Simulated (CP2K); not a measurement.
HfB:

```
CELL_PARAMETERS angstrom
3.26683 0.00000 0.00000
1.63342 2.82916 0.00000
1.63342 0.94305 2.66736
ATOMIC_POSITIONS crystal
Hf 0.50000 0.50000 0.50000
B 0.00000 0.00000 0.00000
```

Base run:

| Item | Value |
| --- | --- |
| Program | CP2K 2026.2 |
| Functional | PBE |
| Potentials or basis | POTENTIAL_UZH Hf GTH-SCAN-q12, B GTH-SCAN-q3; DZVP-MOLOPT-SR-GTH basis |
| Density cutoff | 6123 eV |
| k mesh | 10 × 10 × 10 |
| Occupations | fermi-dirac, width 0.05 eV |
| Spin | no spin polarisation |

Its results: band gap on the k mesh none (metal or under the smearing width); pressure 22.3 GPa.

**Question.** The run is repeated on the same cell with these changes: potentials or basis from POTENTIAL_UZH Hf GTH-SCAN-q12, B GTH-SCAN-q3; DZVP-MOLOPT-SR-GTH basis to GTH_POTENTIALS Hf GTH-PBE-q12, B GTH-PBE-q3; DZVP-MOLOPT-SR-GTH basis; potentials from Hf GTH-SCAN-q12 of POTENTIAL_UZH, B GTH-SCAN-q3 of POTENTIAL_UZH to Hf GTH-PBE-q12 of GTH_POTENTIALS, B GTH-PBE-q3 of GTH_POTENTIALS. What comes out?

**Answer.** Band gap on the k mesh none (metal or under the smearing width); pressure 29.4 GPa.

Caveats: spin-orbit coupling is left out, which moves the levels of the heavy elements; the basis of atomic orbitals isn't converged, which shifts pressures, moduli and gaps; the potentials were made for another functional, which shifts forces and pressure (some runs); a pressure of tens of GPa on the cell as given is suspect, and the run, the potentials or the cell itself is likely at fault (some runs).
